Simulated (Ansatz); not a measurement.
# CH6O2Si (SMILES C[SiH](O)O): BHLYP/cc-pVDZ

Aim: the energy change on altering one bond length of CH6O2Si at BHLYP/cc-pVDZ, from 2 runs. 

The calculation is run with Ansatz 0.2.0.

59 further runs of the same task are left out: 59 set aside as unsound or not needed.

### Step 1. The structure to begin with

CH6O2Si: 10 atoms, total charge 0, spin state singlet. As SMILES, `C[SiH](O)O`. The shape is that of a PBE0-D4/def2-TZVP optimisation. This is one conformer, not always the lowest.

Bond lengths: C1–Si2 1.852 Å, Si2–O3 1.647 Å, Si2–O4 1.646 Å, C1–H5 1.093 Å, C1–H6 1.093 Å, C1–H7 1.092 Å, Si2–H8 1.484 Å, O3–H9 0.958 Å, O4–H10 0.958 Å. Some angles: C1–Si2–O3 105.2°, C1–Si2–O4 112.8°, O3–Si2–O4 112.2°, C1–Si2–H8 113.0°, O3–Si2–H8 110.8°, O4–Si2–H8 103.1°, Si2–C1–H5 111.0°, Si2–C1–H6 110.6°, Si2–C1–H7 110.8°, Si2–O3–H9 117.2°.

### Step 2. The energy at BHLYP/cc-pVDZ

Input file run.yaml:

```yaml
crystal:
  periodic: [false, false, false]
  atoms:
    - {symbol: C, position_ang: [-1.293000, 0.347800, -0.146400]}
    - {symbol: Si, position_ang: [0.517500, 0.180000, 0.206800]}
    - {symbol: O, position_ang: [0.650400, -1.156000, 1.160800]}
    - {symbol: O, position_ang: [1.425000, 0.058500, -1.161600]}
    - {symbol: H, position_ang: [-1.681100, -0.549800, -0.635600]}
    - {symbol: H, position_ang: [-1.853400, 0.489100, 0.780800]}
    - {symbol: H, position_ang: [-1.484400, 1.203800, -0.797400]}
    - {symbol: H, position_ang: [1.088600, 1.369900, 0.884700]}
    - {symbol: H, position_ang: [1.521500, -1.366900, 1.499800]}
    - {symbol: H, position_ang: [1.192100, -0.627600, -1.788900]}
basis:
  gaussian: {orbitals: cc-pVDZ}
total_charge: 0
hamiltonian: {xc: {name: BHLYP}}
accuracy: high
output: {orbitals: {seedname: orbitals}}
```

Command:

```console
ansatz run run.yaml --threads 1 --pin off --max-ram 3480MiB --events-out events.jsonl --progress --plain --runs-dir runs
```

What it wrote:

```text
Warning: RAYON_NUM_THREADS=1 ignored (pool sized by the plan → 1); use --threads N
Functional definition: BHLYP
  name "BHLYP"
  parameter a = 0.5
  exchange = (1 - a)*b88_x + a*exact_x
  correlation = lyp_c
2099 factors; integrals over basis functions are off by at most 3.5e-9 eV
mean field evaluation 1: about -13098.8820 eV, gradient 6.3e1 eV
mean field evaluation 2: about -13098.8846 eV, gradient 6.4e1 eV
mean field evaluation 4: about -13106.0074 eV, gradient 1.5e0 eV
mean field evaluation 8: about -13106.4370 eV, gradient 1.5e-1 eV
mean field evaluation 16: about -13106.4371 eV, gradient 4.6e-5 eV
mean field -13106.43707740 eV, -481.6526787322 hartree, gradient 8.0e-8 eV, S^2 0.000000; 0 other end points of the search recorded, 0 dependent functions left out
reference -13106.43710494 eV, -481.6526797446 hartree; 21, 21 occupied and 69, 69 virtual orbitals, 2099 factors
Total energy: -13106.43710494 eV, -481.6526797446 hartree
```

Wall time 11 s (1 thread of Arm Neoverse V2, shared host); peak memory 0.31 GiB.

### Step 3. The distorted shape

Input file run.yaml:

```yaml
crystal:
  periodic: [false, false, false]
  atoms:
    - {symbol: C, position_ang: [-1.208918, 0.326600, -0.285516]}
    - {symbol: Si, position_ang: [0.601582, 0.158800, 0.067684]}
    - {symbol: O, position_ang: [0.734482, -1.177200, 1.021684]}
    - {symbol: O, position_ang: [1.509082, 0.037300, -1.300716]}
    - {symbol: H, position_ang: [-1.597018, -0.571000, -0.774716]}
    - {symbol: H, position_ang: [-1.853400, 0.489100, 0.780800]}
    - {symbol: H, position_ang: [-1.400318, 1.182600, -0.936516]}
    - {symbol: H, position_ang: [1.172682, 1.348700, 0.745584]}
    - {symbol: H, position_ang: [1.605582, -1.388100, 1.360684]}
    - {symbol: H, position_ang: [1.276182, -0.648800, -1.928016]}
basis:
  gaussian: {orbitals: cc-pVDZ}
output: {orbitals: {seedname: orbitals}}
accuracy: high
total_charge: 0
hamiltonian: {xc: {name: BHLYP}}
```

Command:

```console
ansatz run run.yaml --threads 1 --pin off --max-ram 3480MiB --events-out events.jsonl --progress --plain --runs-dir runs
```

What it wrote:

```text
Warning: RAYON_NUM_THREADS=1 ignored (pool sized by the plan → 1); use --threads N
[... 5 set-up lines as earlier in the session ...]
2104 factors; integrals over basis functions are off by at most 3.5e-9 eV
mean field evaluation 1: about -13098.6878 eV, gradient 6.2e1 eV
mean field evaluation 2: about -13098.4689 eV, gradient 6.4e1 eV
mean field evaluation 4: about -13105.6778 eV, gradient 1.6e0 eV
mean field evaluation 8: about -13106.0952 eV, gradient 1.1e-1 eV
mean field evaluation 16: about -13106.0953 eV, gradient 4.4e-5 eV
mean field -13106.09528865 eV, -481.6401182273 hartree, gradient 2.8e-8 eV, S^2 0.000000; 0 other end points of the search recorded, 0 dependent functions left out
reference -13106.09531657 eV, -481.6401192535 hartree; 21, 21 occupied and 69, 69 virtual orbitals, 2104 factors
Total energy: -13106.09531657 eV, -481.6401192535 hartree
```

Run time: 11 s. Hardware: 1 thread of Arm Neoverse V2, shared host; peak memory 0.31 GiB.

### Step 4. What came out

At BHLYP/cc-pVDZ:

| quantity | value |
| --- | --- |
| first shape: total energy | -481.65268 Eh |
| first shape: HOMO energy | -9.72 eV |
| first shape: LUMO energy | 2.25 eV |
| first shape: HOMO–LUMO gap | 11.96 eV |
| distorted shape: total energy | -481.64012 Eh |
| distorted shape: HOMO energy | -9.72 eV |
| distorted shape: LUMO energy | 2.12 eV |
| distorted shape: HOMO–LUMO gap | 11.84 eV |
| energy change with the C1–H6 bond stretched from 1.093 to 1.257 Å | 0.342 eV |

With the C1–H6 bond stretched from 1.093 to 1.257 Å the energy rises by 0.34 eV (7.9 kcal/mol). The first shape isn't relaxed at this level, so the change isn't measured from a minimum.
